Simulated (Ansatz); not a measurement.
Crystal: AlSn.

```
Sn Al
1.0
     4.19811    0.00000    0.00000
    -2.09905    3.63567    0.00000
     0.00000    0.00000    3.30685
Sn Al
1 1
Direct
  0.33333 0.66667 0.50000
  0.00000 0.00000 0.00000
```

The cell comes from a database or a generator and needn't be the stable form of this composition.

- Program: Ansatz 0.2.0
- Task: relaxation of cell and atoms
- Functional: PBEsol
- Dispersion: D3(BJ)
- Potentials or basis: Ansatz PAW
- Cutoff: 420 eV (not typed: the program's choice for these potentials)
- k mesh: 7 × 7 × 8
- Occupations: fermi-dirac, width 0.05 eV
- Spin: no spin polarisation

At the start: volume 25.24 Å³/atom.

Task: How do energy, volume and symmetry change on relaxing?

Result: It ends after 6 steps and the volume is 23.45 Å³/atom (-7.1 %); space group P-6m2 (No. 187, to 0.05 Å).

Step by step:
| step | energy change (eV) | largest force (eV/Å) | volume (Å³) |
| --- | --- | --- | --- |
| 1 | 0.0000 | 0.0000 | 50.47 |
| 2 | -0.0376 | 0.0000 | 45.50 |
| 3 | -0.0454 | 0.0000 | 47.06 |
| 4 | -0.0457 | 0.0000 | 46.94 |
| 5 | -0.0458 | 0.0000 | 46.90 |
| 6 | -0.0452 | 0.0000 | 46.90 |

Final structure:
```yaml
crystal:
  lattice:
    - [4.07982, 0.00000, 0.00000]
    - [-2.03991, 3.53322, 0.00000]
    - [0.00000, 0.00000, 3.25334]
  atoms:
    - { symbol: Sn, position: [0.33333, 0.66667, 0.50000] }
    - { symbol: Al, position: [0.00000, 0.00000, 0.00000] }
```

Caveat: the plane-wave basis is chosen anew once the cell has moved, so the energies of steps on either side of that aren't comparable; pairwise dispersion overbinds metals, which lowers pressure and volume; the PAW data sets come from PBE, with cores solved anew for the run's functional, which leaves a small shift of forces and pressure.
